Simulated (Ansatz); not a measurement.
# Al2Ru: the cost of one run

Computed with Ansatz 0.2.0 (DFT PBEsol, scalar-relativistic, plane waves, PAW, unless a step's input says otherwise).

28 further runs of the same task are left out: 28 set aside as unsound or not needed.

### Step 1. Starting point

The structure is tetragonal, space group I4/mmm (No. 139). Conventional cell: a = 3.121 Å, b = 3.121 Å, c = 8.422 Å, α = 90.00°, β = 90.00°, γ = 90.00°. Around Al (site symmetry 4mm) lie 5 Ru at 2.58 to 2.87 Å and 5 Al at 2.68 to 2.69 Å. Ru (site symmetry 4/mmm) has 10 Al at 2.58 to 2.87 Å as nearest neighbours.

Structure file:

```
CELL_PARAMETERS angstrom
-1.56064 1.56064 4.21104
1.56064 -1.56064 4.21104
1.56064 1.56064 -4.21104
ATOMIC_POSITIONS crystal
Al 0.65908 0.65908 0.00000
Al 0.34092 0.34092 0.00000
Ru 0.00000 0.00000 0.00000
```

It goes back to an entry of the Materials Project, which need not be the stable form.

This cell was relaxed beforehand with the same method: volume 13.68 Å³/atom, gap on the mesh none (metal).

### Step 2. What is varied

The energy is mapped over volume and a fixed ferromagnetic moment.

The axes are (1) volume per atom: 7 values from 10.26 to 17.09 Å³; (2) total spin moment of the cell, held fixed: 9 values from 0.000 to 1.500 μB.

Nothing else is relaxed (shape and fractional coordinates fixed). Points are written as (first, second).

### Step 3. Point (10.26 Å³, 1.312 μB)

The input, input.yaml:

```yaml
crystal:
  lattice:
    - [-1.4179163248, 1.4179163248, 3.8259392533]
    - [1.4179163248, -1.4179163248, 3.8259392533]
    - [1.4179163248, 1.4179163248, -3.8259392533]
  atoms:
    - { symbol: Al, position: [0.6590805105, 0.6590805105, 0.0] }
    - { symbol: Al, position: [0.3409194895, 0.3409194895, 0.0] }
    - { symbol: Ru, position: [0.0, 0.0, 0.0], spin: 1.312 }
basis:
  ecutwfc: 420
kpoints:
  mp_grid: { grid: [20, 20, 20] }
hamiltonian:
  xc: pbesol
  pseudopotentials: { kind: paw, azcp: { folder: soft_1 } }
scf:
  occupations: { method: gaussian, width: 0.15 }
  lower_state_search: "off"
output:
  forces: true
  stress: true
  eigenvalues: true
  populations: true
magnetization:
  spin_polarized: true
  initial_magnetization: 1.3125
  spin_locking: { lock_magnetization: hard }
```

Command:

```console
> ansatz run input.yaml --threads 4 --pin off --max-ram 8192MiB --backend cpu --events-out ev --progress --plain --runs-dir out
```

Q: Estimate wall time and peak memory on 4 threads of Arm Neoverse V2, shared host.

About 11 s, with a peak of 0.72 GiB.
